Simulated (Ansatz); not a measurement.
# FGaH4OSi: how energies converge with the basis set

The task here is to estimate one member of a computed series from the others.

Method: one geometry, several basis sets; program: Ansatz 0.2.0, Gaussian basis.

Levels to be run: PBE0-D4/def2-SVP; ωB97M-V/def2-SVP; PBE0-D4/def2-QZVPP; ωB97M-V/def2-QZVPP; the functionals' def2-TZVPP values are taken from earlier runs.

### The relaxed structure

An earlier PBE0-D4 in a triple-zeta def2 set relaxation fixed the geometry.

8 atoms, charge 0, spin multiplicity 1.

Atoms are counted from 1 here; the program's logs count them from 0.

Bond lengths: F1–Ga2 1.751 Å, Ga2–O3 1.763 Å, Ga2–H5 1.537 Å, O3–Si4 1.639 Å, Si4–H6 1.485 Å, Si4–H7 1.488 Å, Si4–H8 1.488 Å. Angles: F1–Ga2–O3 113.0°, F1–Ga2–H5 121.9°, O3–Ga2–H5 125.1°, Ga2–O3–Si4 138.2°, O3–Si4–H6 108.0°, O3–Si4–H7 111.0°, O3–Si4–H8 111.0°, H6–Si4–H7 109.1°, H6–Si4–H8 109.1°, H7–Si4–H8 108.7°.

Set-up of the first run:

in.yaml

```yaml
crystal:
  periodic: [false, false, false]
  atoms:
    - {symbol: F, position_ang: [0.857060, 1.472047, 1.846243]}
    - {symbol: Ga, position_ang: [1.323898, 1.220197, 0.177528]}
    - {symbol: O, position_ang: [0.322195, 0.024793, -0.643955]}
    - {symbol: Si, position_ang: [-0.952805, -0.945843, -0.299139]}
    - {symbol: H, position_ang: [2.493055, 1.984213, -0.463099]}
    - {symbol: H, position_ang: [-1.287457, -1.717233, -1.523245]}
    - {symbol: H, position_ang: [-0.618609, -1.894345, 0.796906]}
    - {symbol: H, position_ang: [-2.137327, -0.143828, 0.108751]}
basis:
  gaussian: {orbitals: def2-SVP}
hamiltonian: {xc: pbe0, dispersion: d4}
output: {orbitals: {seedname: orbitals}}
```

Steps of the session up to this table: PBE0-D4 in def2-SVP; ωB97M-V in def2-SVP; PBE0-D4 in def2-QZVPP; ωB97M-V in def2-QZVPP.

One table of the session follows, with a row left open; its other results are not shown here.

It belongs to the step «Density functionals: the series». 

| functional | basis | HOMO (eV) |
| --- | --- | --- |
| PBE0-D4 | def2-SVP | -8.74 |
| PBE0-D4 | def2-TZVPP | ? |
| PBE0-D4 | def2-QZVPP | -8.83 |
| ωB97M-V | def2-SVP | -11.00 |
| ωB97M-V | def2-TZVPP | -11.11 |
| ωB97M-V | def2-QZVPP | -11.13 |

**Question.** Estimate the row for PBE0-D4, def2-TZVPP.

As computed: HOMO (eV): -8.81. In the column «HOMO (eV)» it lies between PBE0-D4, def2-QZVPP (-8.83) and PBE0-D4, def2-SVP (-8.74).
